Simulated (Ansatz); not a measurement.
# Ag: the cost of one run

Computed with Ansatz 0.2.0 (DFT r2SCAN, scalar-relativistic, plane waves, PAW, unless a step's input says otherwise).

### Step 1. The system as given

The structure is cubic, space group Fm-3m (No. 225). Conventional cell: a = 4.086 Å, b = 4.086 Å, c = 4.086 Å, α = 90.00°, β = 90.00°, γ = 90.00°. Around Ag (site symmetry m-3m) lie 12 Ag at 2.89 Å.

Coordinates:

```cif
data_structure
_symmetry_space_group_name_H-M 'Fm-3m'
_symmetry_Int_Tables_number 225
_cell_length_a 4.0862
_cell_length_b 4.0862
_cell_length_c 4.0862
_cell_angle_alpha 90.000
_cell_angle_beta 90.000
_cell_angle_gamma 90.000
_cell_volume 68.23
loop_
_atom_site_label
_atom_site_type_symbol
_atom_site_symmetry_multiplicity
_atom_site_Wyckoff_symbol
_atom_site_fract_x
_atom_site_fract_y
_atom_site_fract_z
_atom_site_occupancy
Ag1 Ag 4 a 0.00000 0.00000 0.00000 1
```

No relaxation comes first: the listed cell is the starting point.

### Step 2. Zero of energy

The reference gives a free energy of -7603.9473 eV, pressure 1.41 GPa, largest force 0.000 eV/Å and gap on the mesh none (metal). It was computed beforehand with the settings of the runs below.

### Step 3. The scan: a tetragonal deformation path

At fixed volume and fractional coordinates, lengths along (0.000, 0.000, 1.000) are scaled against those across it; ρ is that ratio over its starting value.

### Step 4. Point ρ = 0.707

Contents of input.yaml:

```yaml
crystal:
  lattice:
    - [0.0, 2.2934176608, 1.6214462862]
    - [2.2934176608, 0.0, 1.6214462862]
    - [2.2934176608, 2.2934176608, 0.0]
  atoms:
    - { symbol: Ag, position: [0.0, 0.0, 0.0] }
basis:
  ecutwfc: 500
kpoints:
  mp_grid: { grid: [22, 22, 22] }
hamiltonian:
  xc: r2scan
scf:
  occupations: { method: gaussian, width: 0.15 }
output:
  forces: true
  stress: true
  eigenvalues: true
  write_density: true
  write_potential: true
  elf: true
  volumetric_format: npy
```

Command:

```
ansatz run input.yaml --threads 1 --pin off --max-ram 2560MiB --backend cpu --events-out ev --progress --plain --runs-dir out
```

Q: Estimate wall time and peak memory on 1 thread of Intel Xeon Platinum 8488C (Sapphire Rapids), shared host.

About 21 s, with a peak of 0.57 GiB.
